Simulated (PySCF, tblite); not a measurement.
# C5H4FNO: geometry, infrared bands and NMR shifts

Wanted: the infrared bands and NMR shifts of C5H4FNO (`Oc1ccncc1F`), by calculation.

The runs use tblite 0.8.0 and PySCF 2.14.0, with density-fitted response routines of our own; the level of theory stands in each step. All values are computed, except where a source is named. Atoms count from 0, in the outputs and in this text.

### 1 The molecule as given

12 atoms, charge 0, multiplicity 1; geometry from: force field or distance geometry start.

Bonds of the start (Å): O0–C1 1.38, C1–C2 1.38, C2–C3 1.40, C3–N4 1.36, N4–C5 1.35, C5–C6 1.39, C6–F7 1.35, C6–C1 1.39, O0–H8 0.97, C2–H9 1.08, C3–H10 1.09, C5–H11 1.08.

### 2 Relaxing the molecule with GFN2-xTB

Job settings and geometry (Å):

```
{"job": {"kind": "relax", "xc": "GFN2-xTB", "basis": "xTB"}, "charge": 0, "multiplicity": 1}
O      2.231400    -0.396300    -0.236300
C      0.871700    -0.188700    -0.128600
C      0.025300    -1.099500    -0.719600
C     -1.346600    -0.864500    -0.599600
N     -1.879800     0.169700     0.097300
C     -1.008900     1.030600     0.663400
C      0.368200     0.890000     0.582800
F      1.199800     1.768300     1.177400
H      2.671500     0.327000     0.247200
H      0.389100    -1.947100    -1.274100
H     -2.071500    -1.548000    -1.044900
H     -1.449100     1.857800     1.209000
```

Started as:

```sh
$ OMP_NUM_THREADS=1 python probes_run.py task.json out
```

One launch serves the whole session: the jobs run in the order shown.

**Question.** This job is followed by: GFN2-xTB harmonic vibrations, gas phase; GIAO PBE0/pcSseg-1 NMR shielding, non-relativistic, gas phase. What will the session give for the following? strongest single infrared mode (GFN2-xTB); zero-point energy (GFN2-xTB); 13C shifts against TMS (PBE0/pcSseg-1); 1H shifts against TMS (PBE0/pcSseg-1); 17O shifts against H2O (PBE0/pcSseg-1); 15N shifts against NH3 (PBE0/pcSseg-1); 19F shifts against CFCl3 (PBE0/pcSseg-1).

As calculated:

```
                                 quantity                                  value
strongest single infrared mode (GFN2-xTB)                   499 cm⁻¹, 194 km/mol
             zero-point energy (GFN2-xTB)                          51.2 kcal/mol
   13C shifts against TMS (PBE0/pcSseg-1)  158.2, 157.9, 152.7, 143.4, 116.9 ppm
    1H shifts against TMS (PBE0/pcSseg-1)             8.76, 8.63, 7.12, 5.51 ppm
   17O shifts against H2O (PBE0/pcSseg-1)                              108.7 ppm
   15N shifts against NH3 (PBE0/pcSseg-1)                              340.2 ppm
 19F shifts against CFCl3 (PBE0/pcSseg-1)                             -179.4 ppm
```

**Reading.** Relaxing lowered the energy by 0.123 eV in 18 steps; the close pair that moved most is O0–C1, from 1.380 to 1.345 Å. All 30 modes are real, so the xTB geometry is a minimum. The strongest single mode, at 499 cm⁻¹, moves mainly H8. GFN2-xTB is a fitted tight-binding method: band positions and strengths are rough. Its intensities can rank the bands wrongly. At PBE0/pcSseg-1: The widest tensor belongs to N4: span 666 ppm, with a paramagnetic part of -404 ppm. NICS(1)zz of -26 ppm above the planar ring from C1 marks a diatropic (aromatic) ring current.
